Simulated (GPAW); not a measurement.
# Ta3N (P-3m1) in GPAW: a series of runs

Aim: see how the results for Ta3N move with the level of theory and the settings. Levels: PBEsol, LDA. Tasks: band structure, equation of state.

Everything below comes from runs of GPAW 26.7.0. Logs are shortened: lines on timing, memory, paths and dates and some standing lists are left out, and cuts for length are marked. The log counts tension as positive stress, the text compression.

### 1 The crystal as given

Symmetry: P-3m1, No. 164, trigonal system. Conventional cell: a = 3.032 Å, b = 3.032 Å, c = 7.524 Å, α = 90.00°, β = 90.00°, γ = 120.00°. Ta (site symmetry 3m) has 3 N at 2.19 Å as nearest neighbours. Around Ta (site symmetry -3m) lie 12 Ta at 3.01 to 3.03 Å. N (site symmetry -3m) has 6 Ta at 2.19 Å as nearest neighbours.

The cell comes from a database or a generator and needn't be the stable form of this composition.

### 2 Band structure, PBEsol

run.py

```python
from ase import Atoms
from ase.dft.bandgap import bandgap
from ase.io import write
from ase.units import GPa
from gpaw import GPAW, PW, setup_paths

setup_paths.insert(0, '.')

atoms = Atoms(['Ta', 'Ta', 'Ta', 'N'],
              cell=[[3.0322239879, 0.0, 0.0],
                    [-1.516111994, 2.6259830035, 0.0],
                    [0.0, 0.0, 7.524137]],
              scaled_positions=[[0.6666666667, 0.3333333333, 0.82607],
                                [0.3333333333, 0.6666666667, 0.17393],
                                [0.0, 0.0, 0.5],
                                [0.0, 0.0, 0.0]],
              pbc=True)

calc = GPAW(mode=PW(800),
            xc='PBEsol',
            kpts={'size': (7, 7, 3), 'gamma': True},
            occupations={'name': 'fermi-dirac', 'width': 0.05},
            nbands=40,
            convergence={'density': 1e-05, 'energy': 1e-05},
            maxiter=150,
            txt='gpaw.txt')
atoms.calc = calc
energy = atoms.get_potential_energy()
forces = atoms.get_forces()
stress = atoms.get_stress()
calc.write('gs.gpw')
write('result.traj', atoms)
print(f'Energy: {energy:.6f} eV')
print('Forces (eV/A):')
print(forces.round(4))
print('Stress (GPa):', (stress / GPa).round(3))
print('Fermi level:', round(calc.get_fermi_level(), 4), 'eV')
print(f'Gap: {bandgap(calc)[0]:.4f} eV, direct: {bandgap(calc, direct=True)[0]:.4f} eV')

path = atoms.cell.bandpath('GMKGALHA,LM,KH', npoints=60, eps=1e-4)
bs_calc = calc.fixed_density(kpts=path, symmetry='off', nbands=57,
                             convergence={'bands': 'CBM+6.0', 'eigenstates': 1e-6}, txt='bands.txt')
bs = bs_calc.band_structure()
bs.write('bs.json')
print(f'Gap on the path: {bandgap(bs_calc)[0]:.4f} eV')
```

Potentials or basis: PAW data sets generated in the run's folder for this functional, pw.

Command:

```
$ gpaw-setup -f PBEsol N Ta
$ OMP_NUM_THREADS=1 python run.py
```

gpaw.txt:

```text
__  _  _
 | _ |_)|_||  |
 |__||  | ||/\| - 26.7.0

Input parameters:
  mode=PW(ecut=800.0),
  convergence={'density': 1e-05, 'energy': 1e-05},
  kpts=MonkhorstPack(size=(7, 7, 3), gamma=True),
  maxiter=150,
  nbands=40,
  occupations=Occupations(name='fermi-dirac', width=0.05),
  xc=XC(name='PBEsol')

Diagonalizing LCAO Hamiltonian
Converting LCAO to pw mode

            Ta

       Ta

         Ta

       N

Atoms  # Å, Bohr magnetons
|   | symbol |         x |        y |        z |    initial magnetic moments |
|---|--------|-----------|----------|----------|-----------------------------|
| 0 |     Ta |  1.516112 | 0.875328 | 6.215464 | ( 0.0000,  0.0000,  0.0000) |
| 1 |     Ta | -0.000000 | 1.750655 | 1.308673 | ( 0.0000,  0.0000,  0.0000) |
| 2 |     Ta |  0.000000 | 0.000000 | 3.762068 | ( 0.0000,  0.0000,  0.0000) |
| 3 |      N |  0.000000 | 0.000000 | 0.000000 | ( 0.0000,  0.0000,  0.0000) |

Unit cell  # Å
| periodic |         x |        y |        z |  lengths |     angles |
|----------|-----------|----------|----------|----------|------------|
|      yes |  3.032224 | 0.000000 | 0.000000 | 3.032224 |  90.000000 |
|      yes | -1.516112 | 2.625983 | 0.000000 | 3.032224 |  90.000000 |
|      yes |  0.000000 | 0.000000 | 7.524137 | 7.524137 | 120.000000 |

Number of symmetries: 12
Symmetry operations  # r_c * U_cc + t_c -> r_c
|    | kind |            matrix            |
|----|------|------------------------------|
|  0 |  σ   |  1, 1, 0,  0,-1, 0,  0, 0, 1 |
|  1 |  S6  |  1, 1, 0, -1, 0, 0,  0, 0,-1 |
|  2 |  E   |  1, 0, 0,  0, 1, 0,  0, 0, 1 |
|  3 |  C2  |  1, 0, 0, -1,-1, 0,  0, 0,-1 |
|  4 |  C2  |  0, 1, 0,  1, 0, 0,  0, 0,-1 |
|  5 |  C3  |  0, 1, 0, -1,-1, 0,  0, 0, 1 |
|  6 |  S6  |  0,-1, 0,  1, 1, 0,  0, 0,-1 |
|  7 |  σ   |  0,-1, 0, -1, 0, 0,  0, 0, 1 |
|  8 |  σ   | -1, 0, 0,  1, 1, 0,  0, 0, 1 |
|  9 |  i   | -1, 0, 0,  0,-1, 0,  0, 0,-1 |
| 10 |  C3  | -1,-1, 0,  1, 0, 0,  0, 0, 1 |
| 11 |  C2  | -1,-1, 0,  0, 1, 0,  0, 0,-1 |

BZ-sampling:
  Number of BZ points: 147
  Number of IBZ points: 20

  Monkhorst-Pack size: [7, 7, 3]
  Monkhorst-Pack shift: [0, 0, 0]

K-points  # in reciprocal-cell coordinates
|     |                                coordinates |     weight |
|-----|--------------------------------------------|------------|
|   0 | (  0.00000000,   0.00000000,   0.00000000) | 0.00680272 |
|   1 | (  0.00000000,   0.00000000,   0.33333333) | 0.01360544 |
|   2 | (  0.14285714,   0.00000000,  -0.33333333) | 0.04081633 |
|   3 | (  0.14285714,   0.00000000,   0.00000000) | 0.04081633 |
|   4 | (  0.14285714,   0.00000000,   0.33333333) | 0.04081633 |
|   5 | (  0.28571429,  -0.14285714,   0.00000000) | 0.04081633 |
|   6 | (  0.28571429,  -0.14285714,   0.33333333) | 0.08163265 |
|   7 | (  0.28571429,   0.00000000,  -0.33333333) | 0.04081633 |
|   8 | (  0.28571429,   0.00000000,   0.00000000) | 0.04081633 |
|   9 | (  0.28571429,   0.00000000,   0.33333333) | 0.04081633 |
| ... |                                            |            |
|  19 | (  0.42857143,   0.42857143,   0.33333333) | 0.08163265 |

Plane wave coefficients: 3092
Cutoff: 800.0 eV

Spin-components: 1 (collinear spins)
Bands:           40
Projectors:      23
Spin-degeneracy: 2
Datatype:        complex128

Parallelization:
  kpt:    1
  domain: 1
  band:   1

Density:
  Valence electrons: 44.0
  Components: 1
  Grid points: [20 20 50]
  Charge: 0.0  # |e|

Potential:
  Grid points: [20 20 50]

species:
  Ta:
    name:    Tantalum
    Z:       73.0
    valence: 13
    core:    60
    charge:  0.0  # [|e|]
    compensation charges:
      type: gauss
      rc: 0.42  # [Å]
      lmax: 2
    cutoffs:
      filter: 2.36  # [Å]
      core: 3.45  # [Å]
    projectors
    | kind |    occ | energy [eV] | rcut [Å] |
    |------|--------|-------------|----------|
    |   5s |  2.000 |     -72.818 |    1.365 |
    |   6s |  2.000 |      -5.457 |    1.365 |
    |   5p |  6.000 |     -39.444 |    1.349 |
    |   6p |  0.000 |      -1.369 |    1.349 |
    |   5d |  3.000 |      -3.632 |    1.307 |
    |    d |        |      23.579 |    1.307 |

    Using partial waves for Ta as LCAO basis

  N:
    name:    Nitrogen
    Z:       7.0
    valence: 5
    core:    2
    charge:  0.0  # [|e|]
    compensation charges:
      type: gauss
      rc: 0.18  # [Å]
      lmax: 2
    cutoffs:
      filter: 1.11  # [Å]
      core: 0.96  # [Å]
    projectors
    | kind |    occ | energy [eV] | rcut [Å] |
    |------|--------|-------------|----------|
    |   2s |  2.000 |     -18.455 |    0.603 |
    |   2p |  3.000 |      -7.035 |    0.529 |
    |    s |        |       8.756 |    0.603 |
    |    p |        |      20.177 |    0.529 |
    |    d |        |       0.000 |    0.577 |

    Using partial waves for N as LCAO basis

Reference energy: -1273614.391017  # eV

eigensolver:
  PPCG
  Converge bands: occupied
  niter=2

density mixing:
  MSR1-Mixer
  Pratt-step length: 0.05
  Maximum mixing coefficient: 0.75
  Old densities: 10
  SVD Regularization: 0.005
  Good broyden scale: 1.0
  Trust region scale: 1.0
  Backstep threshold: 4.0
  History deletion threshold: 6.0
  Fourier metric: weight=20.0, sigma=0.015

occupation numbers:
  Fermi-Dirac:
    width: 0.0500  # eV

poisson solver:
  ecut: 6400.0  # eV

xc functional:
  name: PBEsol with 2 nearest neighbor stencil

convergence criteria:
- Maximum integral of absolute [dens]ity change: 1e-05 electrons / valence electron
- Maximum [total energy] change in last 3 cyles: 1e-05 eV / valence electron
- Maximum integral of absolute [eigenst]ate change: 4e-08 eV^2 / valence electron
maximum number of iterations: 150

SCF iterations
|iter     | |      energy | eigst |  dens |
|---------|-|-------------|-------|-------|
|iter:   1| |  -44.434593 | +0.09 |       |
|iter:   2| |  -43.926910 | -2.21 | -1.09 |
|iter:   3| |  -43.587574 | -1.35 | -1.14 |
|iter:   4| |  -42.934633 | -1.76 | -1.27 |
|iter:   5| |  -42.615145 | -2.70 | -1.48 |
|iter:   6| |  -42.620253 | -3.03 | -1.95 |
|iter:   7| |  -42.619473 | -4.15 | -2.52 |
|iter:   8| |  -42.619622 | -5.56 | -3.14 |
|iter:   9| |  -42.619624c| -6.90 | -3.90 |
|iter:  10| |  -42.619620c| -7.88c| -4.39 |
|iter:  11| |  -42.619622c| -7.70c| -4.87 |
|iter:  12| |  -42.619621c| -8.61c| -5.47c|

Converged in 12 steps
Energy contributions relative to reference atoms: (reference = -1273614.391017)

Energy contributions:
  Kinetic:          20.951934
  Coulomb:         -25.504132
  Zero:             -0.630710
  External:          0.000000
  Xc:              -37.422344
  Entropy:          -0.028740
  Spinorbit:         0.000000
  ----------------------------
  Free energy:     -42.633991
  Extrapolated:    -42.619621

dipole moment: (-9.224474, -15.977257, -18.677164)  # |e|*Ang

Fermi level: 12.429
Eigenvalues  # (at kpt = [0.000, 0.000, 0.000])
| band index |      eig [eV] | occ [0-2] |
|------------|---------------|-----------|
|          0 |       -55.719 |     2.000 |
|        ... |               |           |
|         14 |         5.715 |     2.000 |
|         15 |         7.019 |     2.000 |
|         16 |         7.019 |     2.000 |
|         17 |         8.888 |     2.000 |
|         18 |        11.042 |     2.000 |
|         19 |        11.925 |     2.000 |
[... 8 lines left out ...]
|         28 |        14.666 |     0.000 |
|         29 |        15.734 |     0.000 |
|        ... |               |           |
|         39 |        31.140 |     0.000 |

No gap
No difference between direct/indirect transitions

Forces  # eV/Ang
|        x |        y |        z |
|----------|----------|----------|
|  0.00000 | -0.00000 |  0.51743 |  # Ta   0
| -0.00000 |  0.00000 | -0.51743 |  # Ta   1
| -0.00000 |  0.00000 |  0.00000 |  # Ta   2
| -0.00000 |  0.00000 |  0.00000 |  # N    3

Stress tensor  # eV/Ang^3
|        x |        y |        z |
|----------|----------|----------|
| 0.051872 | 0.000000 | 0.000000 |
| 0.000000 | 0.051872 | 0.000000 |
| 0.000000 | 0.000000 | 0.046258 |

# Writing to gs.gpw (mode='')
```

Run time: 1.8 min. Hardware: 1 thread of Arm Neoverse V2, shared host; peak memory 0.48 GiB.

Results:

* Free energy: -42.6340 eV
* Pressure: -8.0 GPa
* Largest force: 0.517 eV/Å
* Band gap along the path: none (metal or under the smearing width)

Forces on the atoms (eV/Å):
```
Ta   0.000  0.000  0.517
Ta   0.000  0.000 -0.517
Ta   0.000  0.000  0.000
N    0.000  0.000  0.000
```

Stress tensor (GPa, compression positive):
```
-8.31  0.00  0.00
 0.00 -8.31  0.00
 0.00  0.00 -7.41
```

Levels at the corners of the path, in eV from the Fermi level:
```tsv
point	band 19	band 20	band 21	band 22	band 23	band 24	band 25	band 26
Γ	-1.39	-0.50	-0.50	-0.33	0.26	0.26	0.92	1.82
M	-3.11	-1.18	-0.52	0.16	0.66	0.87	3.44	3.97
K	-2.40	-1.40	-1.40	-0.54	0.48	0.48	3.17	3.17
Γ	-1.39	-0.50	-0.50	-0.33	0.26	0.26	0.92	1.82
A	-1.24	-1.15	-0.29	-0.29	0.53	0.53	1.20	1.24
L	-2.90	-1.33	-1.25	0.14	0.92	1.22	2.36	4.35
H	-2.41	-1.43	-1.43	-1.43	0.40	0.40	2.99	2.99
A	-1.24	-1.15	-0.29	-0.29	0.53	0.53	1.20	1.24
L	-2.90	-1.33	-1.25	0.14	0.92	1.22	2.36	4.35
M	-3.11	-1.18	-0.52	0.16	0.66	0.87	3.44	3.97
K	-2.40	-1.40	-1.40	-0.54	0.48	0.48	3.17	3.17
H	-2.41	-1.43	-1.43	-1.43	0.40	0.40	2.99	2.99
```

Caveat: spin-orbit coupling is left out, which moves the levels of the heavy elements.

### 3 Band structure, LDA

Changes to run.py since step 2:

```diff
@@ -4,5 +4,3 @@
 from ase.units import GPa
-from gpaw import GPAW, PW, setup_paths
-
-setup_paths.insert(0, '.')
+from gpaw import GPAW, PW
 
@@ -19,3 +17,3 @@
 calc = GPAW(mode=PW(800),
-            xc='PBEsol',
+            xc='LDA',
             kpts={'size': (7, 7, 3), 'gamma': True},
```

Potentials or basis: the program's PAW data sets (release 1.2.1) made for this functional, pw.

Command:

```
$ OMP_NUM_THREADS=1 python run.py
```

gpaw.txt:

```text
__  _  _
 | _ |_)|_||  |
 |__||  | ||/\| - 26.7.0

Input parameters:
  mode=PW(ecut=800.0),
  convergence={'density': 1e-05, 'energy': 1e-05},
  kpts=MonkhorstPack(size=(7, 7, 3), gamma=True),
  maxiter=150,
  nbands=40,
  occupations=Occupations(name='fermi-dirac', width=0.05),
  xc=XC(name='LDA')

Diagonalizing LCAO Hamiltonian
Converting LCAO to pw mode

            Ta

       Ta

         Ta

       N

Atoms  # Å, Bohr magnetons
|   | symbol |         x |        y |        z |    initial magnetic moments |
|---|--------|-----------|----------|----------|-----------------------------|
| 0 |     Ta |  1.516112 | 0.875328 | 6.215464 | ( 0.0000,  0.0000,  0.0000) |
| 1 |     Ta | -0.000000 | 1.750655 | 1.308673 | ( 0.0000,  0.0000,  0.0000) |
| 2 |     Ta |  0.000000 | 0.000000 | 3.762068 | ( 0.0000,  0.0000,  0.0000) |
| 3 |      N |  0.000000 | 0.000000 | 0.000000 | ( 0.0000,  0.0000,  0.0000) |

Unit cell  # Å
| periodic |         x |        y |        z |  lengths |     angles |
|----------|-----------|----------|----------|----------|------------|
|      yes |  3.032224 | 0.000000 | 0.000000 | 3.032224 |  90.000000 |
|      yes | -1.516112 | 2.625983 | 0.000000 | 3.032224 |  90.000000 |
|      yes |  0.000000 | 0.000000 | 7.524137 | 7.524137 | 120.000000 |

Number of symmetries: 12
Symmetry operations  # r_c * U_cc + t_c -> r_c
|    | kind |            matrix            |
|----|------|------------------------------|
|  0 |  σ   |  1, 1, 0,  0,-1, 0,  0, 0, 1 |
|  1 |  S6  |  1, 1, 0, -1, 0, 0,  0, 0,-1 |
|  2 |  E   |  1, 0, 0,  0, 1, 0,  0, 0, 1 |
|  3 |  C2  |  1, 0, 0, -1,-1, 0,  0, 0,-1 |
|  4 |  C2  |  0, 1, 0,  1, 0, 0,  0, 0,-1 |
[... 141 lines left out ...]
|---------|-|-------------|-------|-------|
|iter:   1| |  -46.092741 | +0.10 |       |
|iter:   2| |  -45.555127 | -2.19 | -1.09 |
|iter:   3| |  -45.080222 | -1.37 | -1.14 |
|iter:   4| |  -44.527709 | -1.77 | -1.29 |
|iter:   5| |  -44.182496 | -2.71 | -1.47 |
|iter:   6| |  -44.185487 | -3.08 | -1.95 |
|iter:   7| |  -44.184697 | -4.16 | -2.51 |
|iter:   8| |  -44.184817 | -5.58 | -3.15 |
|iter:   9| |  -44.184824c| -6.85 | -3.89 |
|iter:  10| |  -44.184818c| -7.77c| -4.33 |
|iter:  11| |  -44.184820c| -7.79c| -4.87 |
|iter:  12| |  -44.184820c| -8.68c| -5.46c|

Converged in 12 steps
Energy contributions relative to reference atoms: (reference = -1273237.833189)

Energy contributions:
  Kinetic:          18.462289
  Coulomb:         -23.052951
  Zero:             -0.715500
  External:          0.000000
  Xc:              -38.864404
  Entropy:          -0.028508
  Spinorbit:         0.000000
  ----------------------------
  Free energy:     -44.199074
  Extrapolated:    -44.184820

dipole moment: (-9.228635, -15.984465, -18.652948)  # |e|*Ang

Fermi level: 12.230
Eigenvalues  # (at kpt = [0.000, 0.000, 0.000])
| band index |      eig [eV] | occ [0-2] |
|------------|---------------|-----------|
|          0 |       -55.912 |     2.000 |
|        ... |               |           |
|         14 |         5.578 |     2.000 |
|         15 |         6.824 |     2.000 |
|         16 |         6.824 |     2.000 |
|         17 |         8.723 |     2.000 |
|         18 |        10.916 |     2.000 |
|         19 |        11.712 |     2.000 |
[... 8 lines left out ...]
|         28 |        14.425 |     0.000 |
|         29 |        15.628 |     0.000 |
|        ... |               |           |
|         39 |        30.986 |     0.000 |

No gap
No difference between direct/indirect transitions

Forces  # eV/Ang
|        x |        y |        z |
|----------|----------|----------|
| -0.00000 | -0.00000 |  0.73859 |  # Ta   0
|  0.00000 |  0.00000 | -0.73859 |  # Ta   1
|  0.00000 |  0.00000 |  0.00000 |  # Ta   2
|  0.00000 |  0.00000 |  0.00000 |  # N    3

Stress tensor  # eV/Ang^3
|        x |        y |        z |
|----------|----------|----------|
| 0.088527 | 0.000000 | 0.000000 |
| 0.000000 | 0.088527 | 0.000000 |
| 0.000000 | 0.000000 | 0.084170 |

# Writing to gs.gpw (mode='')
```

stdout:

```text
Energy: -44.184820 eV
Forces (eV/A):
[[-0.     -0.      0.7386]
 [ 0.      0.     -0.7386]
 [ 0.      0.      0.    ]
 [ 0.      0.      0.    ]]
Stress (GPa): [14.184 14.184 13.486  0.     0.     0.   ]
Fermi level: 12.2297 eV
Gap: 0.0000 eV, direct: 0.0000 eV
Gap on the path: 0.0000 eV
```

bands.txt:

```text
Diagonalizing LCAO Hamiltonian
Converting LCAO to pw mode
convergence criteria:
- Maximum integral of absolute [eigenst]ate change: 1e-06 eV^2 / valence electron
maximum number of iterations: 150

SCF iterations
|iter     | |      energy | eigst |  dens |
|---------|-|-------------|-------|-------|
|iter:   1| |             | +0.88 |       |
[... 65 lines left out ...]
         [0.5       , 0.        , 0.5       ],
         [0.5       , 0.        , 0.33333333],
         [0.5       , 0.        , 0.16666667],
         [0.5       , 0.        , 0.        ],
         [0.33333333, 0.33333333, 0.        ],
         [0.33333333, 0.33333333, 0.16666667],
         [0.33333333, 0.33333333, 0.33333333],
         [0.33333333, 0.33333333, 0.5       ]])),
  maxiter=150,
  nbands=57,
  occupations=Occupations(name='fermi-dirac', width=0.05),
  symmetry=Symmetry(point_group=False, time_reversal=False),
  xc=XC(name='LDA')
```

Run time: 1.7 min. Hardware: 1 thread of Arm Neoverse V2, shared host; peak memory 0.48 GiB.

What came out:

- Free energy: -44.1991 eV
- Pressure: -14.0 GPa
- Largest force: 0.739 eV/Å
- Band gap along the path: none (metal or under the smearing width)

Forces on the atoms (eV/Å):
```
Ta   0.000  0.000  0.739
Ta   0.000  0.000 -0.739
Ta   0.000  0.000  0.000
N    0.000  0.000  0.000
```

Levels at the corners of the path, in eV from the Fermi level:
| point | band 19 | band 20 | band 21 | band 22 | band 23 | band 24 | band 25 | band 26 |
| --- | --- | --- | --- | --- | --- | --- | --- | --- |
| Γ | -1.31 | -0.52 | -0.52 | -0.33 | 0.23 | 0.23 | 0.91 | 1.79 |
| M | -3.08 | -1.11 | -0.51 | 0.17 | 0.64 | 0.91 | 3.42 | 3.97 |
| K | -2.36 | -1.38 | -1.38 | -0.52 | 0.48 | 0.48 | 3.15 | 3.15 |
| Γ | -1.31 | -0.52 | -0.52 | -0.33 | 0.23 | 0.23 | 0.91 | 1.79 |
| A | -1.23 | -1.12 | -0.31 | -0.31 | 0.51 | 0.51 | 1.19 | 1.21 |
| L | -2.88 | -1.26 | -1.25 | 0.18 | 0.92 | 1.20 | 2.33 | 4.32 |
| H | -2.39 | -1.40 | -1.40 | -1.40 | 0.40 | 0.40 | 2.96 | 2.96 |
| A | -1.23 | -1.12 | -0.31 | -0.31 | 0.51 | 0.51 | 1.19 | 1.21 |
| L | -2.88 | -1.26 | -1.25 | 0.18 | 0.92 | 1.20 | 2.33 | 4.32 |
| M | -3.08 | -1.11 | -0.51 | 0.17 | 0.64 | 0.91 | 3.42 | 3.97 |
| K | -2.36 | -1.38 | -1.38 | -0.52 | 0.48 | 0.48 | 3.15 | 3.15 |
| H | -2.39 | -1.40 | -1.40 | -1.40 | 0.40 | 0.40 | 2.96 | 2.96 |

Caveat: spin-orbit coupling is left out, which moves the levels of the heavy elements.

(Continued in part 2 of 2.)
